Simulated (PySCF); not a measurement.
# C8H10O: the cost of one run

Programs: PySCF 2.14.0, with routines of our own; each step states its level. All values are computed. Atoms count from 0.

### Step 1. The system as given

19 atoms, charge 0, multiplicity 1; geometry from: GFN2-xTB.

### Step 2. Optimising the geometry at PBE0-D3(BJ)/def2-SVP

What the job is given:

```
{"job": {"xc": "PBE0", "basis": "def2-SVP", "d3": "d3bj", "grid": 2, "kind": "geom"}, "charge": 0, "multiplicity": 1}
C      4.456131     0.801357    -0.313387
C      3.594527    -0.389866    -0.028293
C      2.287871    -0.363218    -0.014376
C      1.018561    -0.297538    -0.004372
C     -0.247941    -0.253386     0.000351
C     -1.564712    -0.210599    -0.031175
C     -2.313737    -0.479473    -1.305031
O     -2.241667     0.072697     1.132524
C     -3.639760     0.175343     1.094501
H      5.105294     1.005486     0.538788
H      3.848816     1.680556    -0.513692
H      5.092766     0.604955    -1.176746
H      4.120577    -1.316105     0.177181
H     -1.602502    -0.652658    -2.107736
H     -2.945182     0.367355    -1.574315
H     -2.946479    -1.362026    -1.203417
H     -3.942989     0.385763     2.119539
H     -3.974420     0.995826     0.450412
H     -4.114957    -0.755217     0.766946
```

Launch:

```sh
OMP_NUM_THREADS=1 python excited_run.py task.json out
```

One launch serves the whole session: the jobs run in the order shown.

**Question.** How long does this first job take on 1 thread of Arm Neoverse V1, shared host, and how much memory does it need?

About 2.2 min, with a peak of 0.89 GiB.
